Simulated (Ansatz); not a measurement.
Write a Python script for the Ansatz DFT code, driven from Python that makes a test of the smearing width of Ge, space group Fmmm. Level of theory (first run): PBEsol, PAW, cutoff 550 eV, 7×7×7 k-points, Gaussian smearing of 0.5 eV, D3BJ dispersion. The script varies width (eV): 0.5, 0.3, 0.2, 0.1.

```xyz
4
Lattice="0.0000 2.8857 5.1157 2.6305 0.0000 5.1157 2.6305 2.8857 0.0000" Properties=species:S:1:pos:R:3 pbc="T T T"
Ge    2.6305    2.8857    7.9995
Ge    2.6305    2.8857    2.2318
Ge    2.6305    1.5786    5.1157
Ge    2.6305    4.1929    5.1157
```

`smear_ge.py`
```python
"""How the energy of Ge depends on the smearing."""

from dataclasses import dataclass

import ansatz
import pandas as pd


@dataclass(frozen=True)
class RunConfig:
    kgrid: tuple[int, ...] = (7, 7, 7)
    cutoff: int = 550
    functional: str = "pbesol"
    dispersion: str = "D3(BJ)"


settings = RunConfig()

lattice = ansatz.Lattice.of(
    (0.0, 2.88574, 5.115665),
    (2.630497, 0.0, 5.115665),
    (2.630497, 2.88574, 0.0),
)
sites = [
    ("Ge", (0.781867, 0.781867, 0.218133)),
    ("Ge", (0.218133, 0.218133, 0.781867)),
    ("Ge", (0.27351, 0.72649, 0.27351)),
    ("Ge", (0.72649, 0.27351, 0.72649)),
]
cell = ansatz.Crystal(lattice=lattice)
for symbol, position in sites:
    cell = cell.atom(symbol, position)

job = (
    cell.calculation()
    .kpoints(*settings.kgrid)
    .basis(settings.cutoff)
    .functional(settings.functional, dispersion=settings.dispersion)
)

rows = []
for value in [0.5, 0.3, 0.2, 0.1]:
    data = job.occupations("gaussian", width=value).run(threads=1, backend="cpu").report
    rows.append((value, data["free_energy_ev"] / len(data["lattice"]["sites"]), data["n_iterations"], data["n_kpoints"]))

table = pd.DataFrame(rows, columns=["width (eV)", "F/atom (eV)", "iterations", "k-points"])
print(table.round(5).to_string(index=False))

# differences from the last row
for row in rows[:-1]:
    shift = 1000 * (row[1] - rows[-1][1])
    print(f"{row[0]}: {shift:+.2f} meV/atom" + ("  (within 1 meV)" if abs(shift) < 1 else ""))
```

Running `python smear_ge.py` prints:
```text
 width (eV)  F/atom (eV)  iterations  k-points
        0.5  -4253.65920           7        64
        0.3  -4253.64425           6        64
        0.2  -4253.63951           6        64
        0.1  -4253.63664           6        64
0.5: -22.56 meV/atom
0.3: -7.62 meV/atom
0.2: -2.87 meV/atom
```

Going from 0.1 to 0.5 eV changes F by -22.6 meV an atom. With this scheme F falls roughly as the square of the width; the report's estimate for zero width (energy_sigma0_ev) moves by only -0.1 meV.

Notes:
- Dispersion corrections can be off by several per cent in the lattices of metals, and by several GPa in the pressure at a fixed cell.
- For a metal this k-point mesh is coarse: on a finer one energies can move by several to tens of meV an atom and pressures by half a GPa or more, differences at one mesh by less.
- The free energy holds a sizeable smearing term, which stands for no physical temperature.
- The narrowest width needs the finest mesh, so the last row is no converged reference.
- This isn't the structure that Ge takes at ambient conditions.
- Timing: 37 s on 1 thread of Arm Neoverse V1, with other jobs on the host, peak memory 0.55 GiB.
